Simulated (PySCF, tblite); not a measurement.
# AlN₄H₈−, a fragment of a glass network (monomer): NMR shifts, core binding energies and electronic excitations

Wanted: the NMR shifts, core binding energies and electronic excitations for `[NH2][Al-]([NH2])([NH2])[NH2]`. It is drawn as: Al, NH2 ends, O bridges.

Computed with tblite 0.8.0 and PySCF 2.14.0; each step states its level. No surroundings beyond the atoms listed, unless a continuum is named. Atoms count from 0, parts from 1.

## (1) The system as given

13 atoms, charge -1, multiplicity 1; geometry: distance geometry start.

## (2) Geometry optimisation with GFN2-xTB

Job settings and geometry (Å):

```
{"job": {"kind": "relax", "xc": "GFN2-xTB", "basis": "xTB"}, "charge": -1, "multiplicity": 1}
N     -0.649096    -1.182946     2.058655
Al     0.245047     0.135575     0.971759
N      0.515715    -0.571762    -0.799731
N      1.941604     0.589327     1.744829
N     -0.826622     1.717017     0.852703
H     -1.598293    -0.932020     2.364930
H     -0.078665    -1.657785     2.744528
H      1.064490    -0.013028    -1.429431
H     -0.283935    -1.075087    -1.193389
H      2.715458     0.678678     1.106228
H      1.933417     1.217385     2.539866
H     -0.724878     2.280042     0.020879
H     -1.785248     1.638750     1.235002
```

Level: GFN2-xTB geometry optimisation, gas phase.

Launch:

```
$ OMP_NUM_THREADS=1 python cluster_run.py task.json out
```

This one command runs all jobs of the session in turn.

**Question.** The jobs that follow are: PBE0-D3(BJ)/def2-SVP geometry optimisation, gas phase; GIAO PBE0/aug-pcSseg-2 NMR shielding, non-relativistic, gas phase; delta-SCF UKS SCAN, aug-pcX-2 on the ionised atom, aug-pcseg-1 elsewhere, spin-free X2C; TDDFT CAM-B3LYP/def2-SVPD, vertical, gas phase, core orbitals frozen in the response. Predict: point group; rotational constants (main isotopes); shieldings of H, N, Al (PBE0/aug-pcSseg-2, a mean where the table joins atoms); N1s binding energies, SCAN/aug-pcX-2; Al2p binding energies, SCAN/aug-pcX-2; lowest singlet (CAM-B3LYP/def2-SVPD); brightest single state of those computed; lowest triplet; vertical ionisation energy (ΔSCF).

As calculated:

| quantity | value |
| --- | --- |
| point group | S4 |
| rotational constants (main isotopes) | 3.20, 3.02, 3.01 GHz |
| shieldings of H, N, Al (PBE0/aug-pcSseg-2, a mean where the table joins atoms) | H5 33.0, H6 33.3, N0 252.4, Al1 439.5 ppm |
| N1s binding energies, SCAN/aug-pcX-2 | N0 398.60 eV |
| Al2p binding energies, SCAN/aug-pcX-2 | Al1 73.63 eV |
| lowest singlet (CAM-B3LYP/def2-SVPD) | 4.81 eV (258 nm), f = 0.000 |
| brightest single state of those computed | state 4, 5.02 eV, f = 0.071 |
| lowest triplet | 4.62 eV |
| vertical ionisation energy (ΔSCF) | 4.01 eV |

**Reading.** The start of the PBE0/def2-SVP relaxation was shaken at random by about 0.01 Å, so part of the energy gained, and of the first lengths quoted, undoes that. Over 12 steps the energy fell by 0.176 eV; of the close pairs, N3–H9 changed most, 0.980 to 1.021 Å (PBE0/def2-SVP). At PBE0/aug-pcSseg-2: The largest span, 43 ppm, is at N0, N2, N3, N4, where the paramagnetic term is -50 ppm. The first singlet state (HOMO→LUMO 0.89) lies at 4.81 eV and is dark; of the 6 states computed, the strongest absorption comes from states 3 to 4 together at 5.02 eV. The lowest triplet lies 0.19 eV below the lowest singlet (triplets in Tamm-Dancoff, singlets in full TDDFT). In the gas-phase run even the lowest singlet lies above the computed detachment energy of this anion, so its states are not to be taken as bound. At CAM-B3LYP/def2-SVPD, all states lie near or above the ionisation energy, where they hang on the basis. The orbital energy would give 3.26 eV for ionisation, ΔSCF gives 4.01 eV. A capped cluster stands for the solid here, so long-range fields and strain are missing, and bands or shifts of the capping hydrogens have no counterpart in it.
